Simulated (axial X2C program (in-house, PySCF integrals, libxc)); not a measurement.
**AsP⁻: EOM-EA-CCSD levels**

Aim: EOM-EA-CCSD levels of AsP⁻, with spin–orbit coupling in the Hamiltonian from the start.

Method: two-component X2C with atomic mean-field terms, As dyall-acv3z, P dyall-av3z; program: an in-house X2C program for linear molecules on PySCF integrals.

All values are calculated.

## 1. Set-up

Input file task.json:

```json
{"zs": [33, 15], "q": -1, "bas": ["dyall-acv3z", "dyall-av3z"], "r0": 2.16, "eom": "ea", "thr": -2.0, "nmax": 92, "grid": [1, 0.96, 1.045, 0.92, 1.09, 1.15], "rq": 0}
```

Keys: zs atomic numbers; q charge; bas basis sets; r0 starting distance in Å; eom kind of EOM run; thr threshold in hartree for freezing inner shells (an s shell follows its p shell); nmax most natural virtual spinors; grid distances as factors.

Run with:

```sh
> python soeom.py task.json out
```

After this run come: EOM-EA-CCSD at 1.989 Å.

**Question.** What will these runs give? Wanted: next root led by one particle; T1 of the reference.

The runs gave:

| quantity | value |
| --- | --- |
| lowest root at 1.989 Å | Ω = 1/2, 0.389 eV |
| next root led by one particle | Ω = 3/2, about 580 cm⁻¹ higher |
| T1 of the reference | 0.017 |

**Reading.** The added electron is bound by 0.39 eV in a spinor of 30% P pπ, 30% As pπ, 18% As dπ. Errors of 0.1 to 0.3 eV are usual at this size, and roots led by higher excitations are left out, so the list is incomplete, and low states of that kind can be missing.
